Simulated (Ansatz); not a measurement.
Runs of Ansatz 0.2.0 on MoSe. Symmetry: Fm-3m, No. 225, cubic system. Conventional cell: a = 5.786 Å, b = 5.786 Å, c = 5.786 Å, α = 90.00°, β = 90.00°, γ = 90.00°. Around Mo (site symmetry m-3m) lie 6 Se at 2.89 Å. Se (site symmetry m-3m) is surrounded by 6 Mo at 2.89 Å. The cell was built by a generator and needn't be a form met in nature.

```csv
task,level,cell,screening (1/Å),share of exact exchange,points for each segment of the path,gap on the mesh (eV),pressure (GPa),relaxed volume (Å³/atom)
single point,HSE06 form with a typed share of exact exchange,as given,0.2,0.5,-,none,-23.5,-
relaxation of cell and atoms,PBEsol0,relaxed,-,-,-,none,0.0,(b)
single point,PBEsol0,as given,-,-,-,none,-27.1,-
single point,HSE06 form with a typed share of exact exchange,as given,0.4,0.25,-,none,-23.1,-
single point,HSE06 form with a typed share of exact exchange,as given,0.2,0.4,-,none,-22.7,-
relaxation of cell and atoms,PBE0,relaxed,-,-,-,none,0.0,17.03
single point,HSE06 form with a typed share of exact exchange,as given,0.1,0.25,-,none,(a),-
band structure,HSEsol,as given,-,-,4,none,-26.4,-
single point,HSE06 form with a typed share of exact exchange,as given,0.2,0.2,-,none,-23.5,-
single point,HSE06 form with a typed share of exact exchange,as given,0.6,0.25,-,none,-22.3,-
relaxation of cell and atoms,HSE06,relaxed,-,-,-,none,0.0,17.06
single point,PBE0,as given,-,-,-,none,-24.5,-
```

Alike in all rows: potentials or basis Ansatz PAW; no spin polarisation; k mesh 4 × 4 × 4; cutoff (eV) 420; smearing fermi-dirac 0.05 eV; the mesh is coarse, so values aren't converged.

Q: Fill in the values left out.

A: (a) -24.1; (b) 16.61.

Caveats: all runs use coarse meshes; the PAW data sets come from PBE, with cores solved anew for the run's functional, which leaves a small shift of forces and pressure; the thresholds are loose for stress (some runs); the volume moved by over 15 % at a fixed basis, so the end points are rough (some runs); the plane-wave basis is chosen anew once the cell has moved, so the energies of steps on either side of that aren't comparable (some runs); so large a pressure means that the cell lies far from this level's equilibrium, or that cutoff or potentials fall short (some runs).

A k mesh can miss the band edges, and the runs leave out spin-orbit coupling on Mo, Se.

A gap of «none» marks a metal or a gap under the smearing width.
